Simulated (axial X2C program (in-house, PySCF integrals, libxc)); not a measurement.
**BrB⁻: bond curves with and without spin–orbit coupling**

Aim: find the lowest determinant of BrB⁻, scan the bond at several levels and fit the constants, once spin-free and once with spin–orbit coupling.

Computed with an in-house X2C program for linear molecules on PySCF integrals. Level: all-electron X2C, Br dyall-acv3z, B dyall-av3z.

All values are calculated.

### 1 Input

File task.json:

```json
{
 "zs": [
  35,
  5
 ],
 "q": -1,
 "bas": [
  "dyall-acv3z",
  "dyall-av3z"
 ],
 "levels": [
  "PBE0",
  "HF",
  "TPSS"
 ],
 "cc": true,
 "r0": 1.99,
 "thr": -2.0,
 "nmax": 90,
 "npts": 10,
 "nst": 2,
 "ntry": 6
}
```

Keys: zs atomic numbers; q charge; bas basis sets; levels methods (HF also brings MP2); cc coupled cluster on or off; r0 starting distance in Å; thr threshold in hartree for freezing inner shells (an s shell follows its p shell); nmax most natural virtual spinors; npts points asked for on the curve; nst determinants followed; ntry starts of the search.

Run with:

```sh
$ python so2c.py task.json out
```

Spin-free means the one-electron spin-free X2C Hamiltonian; two-component (2c) means X2C with spin–orbit coupling and atomic mean-field two-electron Coulomb and Gaunt terms. Basis: Br dyall-acv3z contracted to [9s10p7d5f1g], B dyall-av3z contracted to [8s7p3d2f]; Gaussian nuclei, density fitting. Masses: Br 78.918 u, B 11.009 u.

Notation: σ, π±, δ± give the projection m of an orbital's angular momentum (0, ±1, ±2), α and β its spin, Λ and M_S the sums; ω is the projection of a spinor's total angular momentum and Ω the sum. Logs are in hartree.

The results follow Hamiltonian by Hamiltonian and level by level.

### 2 Search for the lowest determinant

PBE0 moves the distance from 1.990 Å to 2.083 Å and compares determinants there.

Spin-free determinants:

```json
{"ΔE (eV)": "0.00", "state": "M_S = 1/2, Λ = 1", "open shells": "beyond closed shells: π+α"}
{"ΔE (eV)": "1.03", "state": "M_S = 1/2, Λ = 0", "open shells": "beyond closed shells: σα"}
{"ΔE (eV)": "1.65", "state": "M_S = 3/2, Λ = 0", "open shells": "beyond closed shells: σα, π+α, π-α"}
{"ΔE (eV)": "3.05", "state": "M_S = 1/2, Λ = 0", "open shells": "beyond closed shells: σβ, π+α, π-α"}
{"ΔE (eV)": "3.07", "state": "M_S = 1/2, Λ = 2", "open shells": "beyond closed shells: σα, π+α, π+β"}
{"ΔE (eV)": "3.07", "state": "M_S = 1/2, Λ = 0", "open shells": "beyond closed shells: σα, π+β, π-α"}
{"ΔE (eV)": "3.15", "state": "M_S = 3/2, Λ = 1", "open shells": "beyond closed shells: 2 × σα, π+α"}
```

Two-component determinants:

```tsv
ΔE (eV)	state	open shells
0.00	Ω = 1/2	excess of +ω over −ω: ω = 1/2
0.03	Ω = 3/2	excess of +ω over −ω: ω = 3/2
3.05	Ω = 1/2	excess of +ω over −ω: 2 × ω = -1/2, ω = 3/2
3.08	Ω = 5/2	excess of +ω over −ω: 2 × ω = 1/2, ω = 3/2
3.10	Ω = 1/2	excess of +ω over −ω: ω = 1/2
4.21	Ω = 3/2	excess of +ω over −ω: 3 × ω = 1/2
4.47	Ω = 5/2	excess of +ω over −ω: ω = 5/2
```

### 3 PBE0, spin-free

State followed: M_S = 1/2, Λ = 1 (beyond closed shells: π+α). The scan is laid around 2.083 Å, a first estimate of the minimum, and this SCF restarts from the orbitals of the search.

Output at 2.083 Å:

```text
spin-free X2C-1e  PBE0
basis functions 176  fitting functions 948  grid points 5080
iter        total energy     max residual
   1      -2630.816099702     3.00e-05
   2      -2630.816099719     2.59e-05
   3      -2630.816099730     1.70e-05
   4      -2630.816099731     8.65e-06
converged
one-electron -3753.45705545  Coulomb 1174.94017722  exact exchange -23.76692137  xc functional -72.99029913  nuclear repulsion 44.45799900
```

Along the bond, energies from the lowest point:

```
R (Å)  E (eV)  μ (D)  HOMO (eV)  LUMO (eV)  iterations
1.895  0.1434  -7.70       1.55       2.69          33
1.958  0.0558  -7.25       1.49       2.72          30
2.021  0.0118  -6.84       1.42       2.74          29
2.083  0.0000  -6.45       1.33       2.74           4
2.156  0.0157  -6.02       1.23       2.74          27
2.229  0.0535  -5.61       1.11       2.72          26
2.322  0.1236  -5.12       0.95       2.69          27
```

Dipoles are positive if B is the positive end and refer to the centre of mass.

Outer orbitals at the reference distance:

```json
{"symmetry": "σα", "occupied": "yes", "ε (eV)": "-16.81", "atomic character": "74% Br s, 10% B p, 7% B d"}
{"symmetry": "σβ", "occupied": "yes", "ε (eV)": "-16.74", "atomic character": "74% Br s, 10% B p, 7% B d"}
{"symmetry": "σα", "occupied": "yes", "ε (eV)": "-6.86", "atomic character": "55% Br p, 34% B s, 4% Br s"}
{"symmetry": "σβ", "occupied": "yes", "ε (eV)": "-6.28", "atomic character": "61% Br p, 27% B s, 4% B p"}
{"symmetry": "π+α", "occupied": "yes", "ε (eV)": "-3.69", "atomic character": "80% Br p, 10% B p, 6% B d"}
{"symmetry": "π-α", "occupied": "yes", "ε (eV)": "-3.55", "atomic character": "81% Br p, 9% B p, 6% B d"}
{"symmetry": "π+β", "occupied": "yes", "ε (eV)": "-3.47", "atomic character": "83% Br p, 7% B p, 6% B d"}
{"symmetry": "π-β", "occupied": "yes", "ε (eV)": "-3.47", "atomic character": "83% Br p, 7% B p, 6% B d"}
{"symmetry": "σα", "occupied": "yes", "ε (eV)": "-1.81", "atomic character": "36% B s, 29% B p, 23% Br p"}
{"symmetry": "σβ", "occupied": "yes", "ε (eV)": "-1.24", "atomic character": "43% B s, 29% B p, 17% Br p"}
{"symmetry": "π+α", "occupied": "yes", "ε (eV)": "1.33", "atomic character": "75% B p, 11% Br d, 7% Br p"}
{"symmetry": "π-α", "occupied": "no", "ε (eV)": "2.74", "atomic character": "94% B p, 2% Br p"}
{"symmetry": "σα", "occupied": "no", "ε (eV)": "2.89", "atomic character": "94% B p, 4% Br p"}
{"symmetry": "π+α", "occupied": "no", "ε (eV)": "2.94", "atomic character": "97% B p"}
{"symmetry": "σβ", "occupied": "no", "ε (eV)": "3.05", "atomic character": "86% B p, 8% Br p, 4% B s"}
```

PBE0 fields in the half plane through the axis: z from -2.4 to 4.2 Å across, distance from the axis 0.15 to 2.25 Å upwards; Br lies at z = 0 and B at z = 2.083 Å; the ELF is damped to zero where the density is low.

log10 density (e/bohr³). Ten even steps from '0' (-4.24 ) to '9' (1.44 ):
```
00011122222222222221110
00112223332222222222111
01122333333333333332211
11223344444433344333221
12234455555444444443322
12334556665544555544322
12344566766555555544332
12345568986555686554332
```

ELF. Ten even steps from '0' (0.00 ) to '9' (1.00 ):
```
00000111100000134432100
00001334321001256664210
00023456653101467876420
00134677775312588988641
00246788887533689998752
01246886567645689999863
01357741314766104999874
01357727271774190899874
```

Re = 2.080 Å, ωe = 415 cm⁻¹, ωexe = 4.24 cm⁻¹, Be = 0.4034 cm⁻¹, De = 1.45 eV, μ = -6.47 D.

### 4 HF, spin-free

The SCF at the reference distance of 2.083 Å:

```text
spin-free X2C-1e  HF
basis functions 176  fitting functions 948  grid points 5080
iter        total energy     max residual
   1      -2629.126564709     2.33e-01
   2      -2629.145314179     7.09e-03
   3      -2629.146514946     1.32e-02
   4      -2629.146887771     5.10e-03
   5      -2629.147037740     1.80e-03
   6      -2629.147091531     2.05e-03
   7      -2629.147103220     6.11e-04
   8      -2629.147105651     1.65e-04
   9      -2629.147106109     1.63e-04
  10      -2629.147106216     2.96e-05
  11      -2629.147106231     1.72e-05
  12      -2629.147106234     8.96e-06
  13      -2629.147106235     1.68e-06
converged
one-electron -3753.92200836  Coulomb 1175.48377271  exact exchange -95.16686958  xc functional 0.00000000  nuclear repulsion 44.45799900
```

No constants are quoted: too few points lie around the minimum for a second fit to confirm the first.

### 5 TPSS, spin-free

Output at 2.083 Å:

```text
spin-free X2C-1e  TPSS
basis functions 176  fitting functions 948  grid points 5080
iter        total energy     max residual
   1      -2631.071124551     5.44e-02
   2      -2631.072608789     9.66e-03
   3      -2631.072852821     1.39e-02
   4      -2631.073167972     4.02e-03
   5      -2631.073240039     3.59e-03
   6      -2631.073303526     9.20e-04
   7      -2631.073324705     1.42e-03
   8      -2631.073332858     2.76e-04
   9      -2631.073333310     4.63e-05
  10      -2631.073333349     2.02e-05
  11      -2631.073333359     2.32e-06
converged
one-electron -3752.56490263  Coulomb 1174.00896413  exact exchange 0.00000000  xc functional -96.97539385  nuclear repulsion 44.45799900
```

Re = 2.086 Å, ωe = 397 cm⁻¹, ωexe = 3.25 cm⁻¹, Be = 0.4009 cm⁻¹, De = 1.34 eV, μ = -6.97 D.

### 6 Correlated methods, spin-free

Correlated methods: 11 electrons correlated (frozen shells, counted by type: Br 3 s, 2 p, 1 d; B 1 s), 253 virtual spinors in MP2, 90 natural virtuals in coupled cluster.

Output of the correlated part at 2.083 Å:

```text
correlated 11  virtual 253  natural virtual 90  E(MP2) -0.253085676  MP2 remainder -0.011620466
iter   CCSD correlation   residual
   1     -0.259990062   1.25e-01
   2     -0.268573254   5.16e-02
   3     -0.269893503   2.10e-02
   4     -0.270047845   8.59e-03
   5     -0.270112152   2.43e-03
   6     -0.270114956   8.77e-04
   7     -0.270118384   3.30e-04
   8     -0.270120444   1.26e-04
   9     -0.270119605   4.77e-05
  10     -0.270119905   1.88e-05
  11     -0.270119822   6.08e-06
  12     -0.270119894   2.23e-06
  13     -0.270119898   9.01e-07
(T) -0.012666508  T1 0.0230  D1 0.0478  max T2 0.091
```

T1 in the output is the amplitude norm over the root of the electron number; divide by √2 for the Lee–Taylor value.

MP2: Re = 2.080 Å, ωe = 410 cm⁻¹, Be = 0.4033 cm⁻¹, De = 1.25 eV.

CCSD: Re = 2.119 Å, ωe = 373 cm⁻¹, ωexe = 5.18 cm⁻¹, Be = 0.3887 cm⁻¹, De = 1.12 eV. T1 at Re = 0.016 (Lee–Taylor, the printed value over √2).

CCSD(T): Re = 2.111 Å, ωe = 383 cm⁻¹, ωexe = 4.69 cm⁻¹, Be = 0.3914 cm⁻¹, De = 1.22 eV. T1 at Re = 0.016 (Lee–Taylor, the printed value over √2).

### 7 A higher determinant, spin-free

State: M_S = 1/2, Λ = 0 (beyond closed shells: σα).

Output at the reference distance:

```text
spin-free X2C-1e  PBE0
basis functions 176  fitting functions 948  grid points 5080
iter        total energy     max residual
   1      -2630.778332358     5.88e-05
   2      -2630.778332436     5.62e-05
   3      -2630.778332598     7.68e-05
   4      -2630.778332656     3.56e-05
   5      -2630.778332695     1.75e-05
   6      -2630.778332703     8.89e-06
converged
one-electron -3749.13268472  Coulomb 1170.50708012  exact exchange -23.73072955  xc functional -72.87999755  nuclear repulsion 44.45799900
```

```
R (Å)  E above the lowest PBE0 point (eV)
1.895                               0.785
1.958                               0.833
2.021                               0.919
2.083                               1.028
2.156                               1.163
2.229                               1.285
2.322                               1.400
```

No constants are quoted: the lowest point is the short end of the scan.

### 8 The spin-free curves together

Energy (eV) of the followed determinant, spin-free, from each level's lowest point:

```
R (Å)   PBE0     HF    MP2   CCSD  CCSD(T)   TPSS
1.895  0.143  0.311  0.144  0.187    0.181  0.143
1.958  0.056  0.179  0.056  0.083    0.079  0.057
2.021  0.012  0.093  0.012  0.025    0.023  0.014
2.083  0.000  0.041  0.000  0.000    0.000  0.000
2.156  0.016  0.009  0.015  0.000    0.003  0.012
2.229  0.054  0.000  0.051  0.021    0.027  0.046
2.322  0.124  0.008  0.117  0.069    0.080  0.110
```

### 9 PBE0, 2c

State followed: Ω = 1/2 (excess of +ω over −ω: ω = 1/2). The scan is laid around 2.083 Å, a first estimate of the minimum, and this SCF restarts from the orbitals of the search.

Output at 2.083 Å:

```text
two-component X2C + atomic mean field  PBE0
basis functions 176  fitting functions 948  grid points 5080
iter        total energy     max residual
   1      -2629.912597239     1.37e-05
   2      -2629.912597242     8.41e-06
converged
one-electron -3751.10084821  Coulomb 1174.44295543  exact exchange -23.75746999  xc functional -72.96149530  nuclear repulsion 44.45799900  atomic mean-field constant -0.99373816
```

Along the bond, energies from the lowest point:

```csv
R (Å),E (eV),μ (D),HOMO (eV),LUMO (eV),iterations
1.895,0.1420,-7.69,1.54,2.70,32
1.958,0.0548,-7.26,1.48,2.73,31
2.021,0.0112,-6.85,1.41,2.74,30
2.083,0.0000,-6.47,1.32,2.75,2
2.156,0.0164,-6.04,1.22,2.74,28
2.229,0.0550,-5.63,1.10,2.73,26
2.322,0.1260,-5.14,0.94,2.69,26
```

Dipoles are positive if B is the positive end and refer to the centre of mass.

Outer spinors at the reference distance:

```tsv
ω	occupied	ε (eV)	atomic character	λ mixture
-1/2	yes	-16.82	74% Br s, 10% B p, 7% B d	100% σ
1/2	yes	-16.75	74% Br s, 10% B p, 7% B d	100% σ
-1/2	yes	-6.86	55% Br p, 34% B s, 4% Br s	100% σ
1/2	yes	-6.29	62% Br p, 27% B s, 4% B p	100% σ
1/2	yes	-3.83	80% Br p, 10% B p, 6% B d	99% π, 1% σ
-1/2	yes	-3.63	82% Br p, 7% B p, 6% B d	99% π, 1% σ
-3/2	yes	-3.41	81% Br p, 9% B p, 6% B d	100% π
3/2	yes	-3.33	82% Br p, 7% B p, 6% B d	100% π
-1/2	yes	-1.79	36% B s, 29% B p, 23% Br p	99% σ, 1% π
1/2	yes	-1.23	42% B s, 29% B p, 17% Br p	100% σ
1/2	yes	1.32	76% B p, 11% Br d, 6% Br p	100% π
-3/2	no	2.75	94% B p, 2% Br p	100% π
-1/2	no	2.90	95% B p, 3% Br p	100% σ
1/2	no	2.95	97% B p	100% π
1/2	no	3.06	88% B p, 7% Br p, 3% B s	100% σ
```

PBE0 fields in the half plane through the axis: z from -2.4 to 4.2 Å across, distance from the axis 0.15 to 2.25 Å upwards; Br lies at z = 0 and B at z = 2.083 Å; the ELF is damped to zero where the density is low.

log10 density (e/bohr³). Ten even steps from '0' (-4.24 ) to '9' (1.44 ):
```
00011122222222222221110
00112223332222222222111
01122333333333333332211
11223344444433344333221
12234455555444444443322
12334556665544555544322
12344566766555555544332
12345568986555686554332
```

ELF. Ten even steps from '0' (0.00 ) to '9' (1.00 ):
```
00000111100000134432100
00001334321001256664210
00023456653101467876420
00134677775312588988641
00246788887533689998752
01246886567645689999863
01357741314766104999874
01357727271774190899874
```

Re = 2.078 Å, ωe = 417 cm⁻¹, ωexe = 4.26 cm⁻¹, Be = 0.404 cm⁻¹, De = 1.46 eV, μ = -6.50 D.

### 10 HF, 2c

Output at 2.083 Å:

```text
two-component X2C + atomic mean field  HF
basis functions 176  fitting functions 948  grid points 5080
iter        total energy     max residual
   1      -2628.223511922     2.40e-01
   2      -2628.242276664     7.08e-03
   3      -2628.243485607     1.37e-02
   4      -2628.243859553     5.11e-03
   5      -2628.244007764     1.79e-03
   6      -2628.244060683     2.10e-03
   7      -2628.244072356     6.11e-04
   8      -2628.244074802     1.65e-04
   9      -2628.244075262     1.67e-04
  10      -2628.244075368     2.95e-05
  11      -2628.244075383     1.72e-05
  12      -2628.244075386     9.32e-06
  13      -2628.244075387     1.75e-06
converged
one-electron -3751.56241835  Coulomb 1174.98300303  exact exchange -95.12892090  xc functional 0.00000000  nuclear repulsion 44.45799900  atomic mean-field constant -0.99373816
```

No constants are quoted: too few points lie around the minimum for a second fit to confirm the first.

### 11 TPSS, 2c

Output at 2.083 Å:

```text
two-component X2C + atomic mean field  TPSS
basis functions 176  fitting functions 948  grid points 5080
iter        total energy     max residual
   1      -2630.167325862     5.42e-02
   2      -2630.168812677     9.67e-03
   3      -2630.169051835     1.39e-02
   4      -2630.169373007     4.08e-03
   5      -2630.169444276     3.59e-03
   6      -2630.169507116     8.88e-04
   7      -2630.169526826     1.36e-03
   8      -2630.169534842     2.75e-04
   9      -2630.169535284     4.33e-05
  10      -2630.169535325     1.80e-05
  11      -2630.169535335     4.09e-06
converged
one-electron -3750.21747483  Coulomb 1173.52085905  exact exchange 0.00000000  xc functional -96.93718039  nuclear repulsion 44.45799900  atomic mean-field constant -0.99373816
```

Re = 2.085 Å, ωe = 400 cm⁻¹, ωexe = 3.35 cm⁻¹, Be = 0.4012 cm⁻¹, De = 1.35 eV, μ = -6.98 D.

### 12 MP2 and beyond, 2c

Correlated methods: 11 electrons correlated (frozen shells, counted by type: Br 3 s, 2 p, 1 d; B 1 s), 253 virtual spinors in MP2, 90 natural virtuals in coupled cluster.

Output of the correlated part at 2.083 Å:

```text
correlated 11  virtual 253  natural virtual 90  E(MP2) -0.253127860  MP2 remainder -0.011621112
iter   CCSD correlation   residual
   1     -0.259989897   1.25e-01
   2     -0.268557776   5.15e-02
   3     -0.269885491   2.10e-02
   4     -0.270037898   8.56e-03
   5     -0.270102141   2.43e-03
   6     -0.270105057   8.85e-04
   7     -0.270108532   3.42e-04
   8     -0.270110641   1.41e-04
   9     -0.270109693   6.54e-05
  10     -0.270110030   3.70e-05
  11     -0.270109851   2.21e-05
  12     -0.270110051   1.31e-05
  13     -0.270110015   6.34e-06
  14     -0.270110037   2.53e-06
  15     -0.270110045   1.03e-06
(T) -0.012684752  T1 0.0230  D1 0.0478  max T2 0.091
```

MP2: Re = 2.078 Å, ωe = 412 cm⁻¹, Be = 0.404 cm⁻¹, De = 1.26 eV.

CCSD: Re = 2.117 Å, ωe = 375 cm⁻¹, ωexe = 5.17 cm⁻¹, Be = 0.3895 cm⁻¹, De = 1.13 eV. T1 at Re = 0.016 (Lee–Taylor, the printed value over √2).

CCSD(T): Re = 2.110 Å, ωe = 385 cm⁻¹, ωexe = 4.69 cm⁻¹, Be = 0.3921 cm⁻¹, De = 1.23 eV. T1 at Re = 0.016 (Lee–Taylor, the printed value over √2).

### 13 A higher determinant, 2c

State: Ω = 3/2 (excess of +ω over −ω: ω = 3/2).

Output at the reference distance:

```text
two-component X2C + atomic mean field  PBE0
basis functions 176  fitting functions 948  grid points 5080
iter        total energy     max residual
   1      -2629.911607438     9.76e-06
   2      -2629.911607439     6.67e-06
converged
one-electron -3751.09908218  Coulomb 1174.44213719  exact exchange -23.75752826  xc functional -72.96139503  nuclear repulsion 44.45799900  atomic mean-field constant -0.99373816
```

| R (Å) | E above the lowest PBE0 point (eV) |
| --- | --- |
| 1.895 | 0.173 |
| 1.958 | 0.084 |
| 2.021 | 0.040 |
| 2.083 | 0.027 |
| 2.156 | 0.042 |
| 2.229 | 0.078 |
| 2.322 | 0.147 |

Re = 2.082 Å, ωe = 412 cm⁻¹, ωexe = 4.21 cm⁻¹, Be = 0.4025 cm⁻¹, μ = -6.45 D. Te = 0.03 eV.

### 14 The 2c curves together

Energy (eV) of the followed determinant, 2c, from each level's lowest point:

```
R (Å)   PBE0     HF    MP2   CCSD  CCSD(T)   TPSS
1.895  0.142  0.308  0.142  0.185    0.179  0.143
1.958  0.055  0.177  0.054  0.082    0.078  0.057
2.021  0.011  0.091  0.011  0.025    0.023  0.013
2.083  0.000  0.039  0.000  0.000    0.000  0.000
2.156  0.016  0.009  0.016  0.001    0.003  0.013
2.229  0.055  0.000  0.053  0.023    0.029  0.047
2.322  0.126  0.009  0.120  0.071    0.082  0.112
```

The whole job took 3.4 min on 1 thread of Intel Xeon 6975P-C (Granite Rapids), shared host; peak memory 0.7 GiB.

### 15 Constants

Lowest determinant that the search found at its distance, spin-free: M_S = 1/2, Λ = 1 (beyond closed shells: π+α).

Lowest determinant that the search found at its distance, 2c: Ω = 1/2 (excess of +ω over −ω: ω = 1/2).

| Hamiltonian | level | Re (Å) | ωe (cm⁻¹) | De (eV) |
| --- | --- | --- | --- | --- |
| spin-free | PBE0 | 2.080 | 415 | 1.45 |
| spin-free | MP2 | 2.080 | 410 | 1.25 |
| spin-free | CCSD | 2.119 | 373 | 1.12 |
| spin-free | CCSD(T) | 2.111 | 383 | 1.22 |
| spin-free | TPSS | 2.086 | 397 | 1.34 |
| 2c | PBE0 | 2.078 | 417 | 1.46 |
| 2c | MP2 | 2.078 | 412 | 1.26 |
| 2c | CCSD | 2.117 | 375 | 1.13 |
| 2c | CCSD(T) | 2.110 | 385 | 1.23 |
| 2c | TPSS | 2.085 | 400 | 1.35 |

No constants: spin-free HF (too few points lie around the minimum for a second fit to confirm the first); 2c HF (too few points lie around the minimum for a second fit to confirm the first).

Time per point (s) on 1 thread of Intel Xeon 6975P-C (Granite Rapids), shared host (2c runs; CCSD comes with the CCSD(T) run); the times are rough: PBE0 1.2, MP2 0.91, CCSD(T) 6.2, TPSS 1.3.

At CCSD(T), going from spin-free to two-component changes Re by -2 mÅ, ωe by +0.5 %, which is small (part of it comes from the scalar share of the two-electron terms). De moves by +0.01 eV; both De rest on single-determinant atoms, which can miss part of an open shell's spin–orbit lowering. The highest occupied level is positive at the mean-field levels quoted, but negative in the Hartree–Fock runs, so self-interaction plays a part.

De refers to Br- + B, each in the lowest determinant found, which need not be this curve's own limit. Each curve is one determinant whose occupation by symmetry is held fixed; it was picked as the lowest of a PBE0 search that is not exhaustive. Dissociation energies refer to the lowest single-determinant-based atoms at the same level and basis. Density functionals use the spin component along the axis (collinear). Coupled cluster ran in a truncated set of natural virtual spinors; the MP2 energy of the rest was added. The meta-GGAs lack a current-density term, which matters for open shells with orbital currents, atoms included.
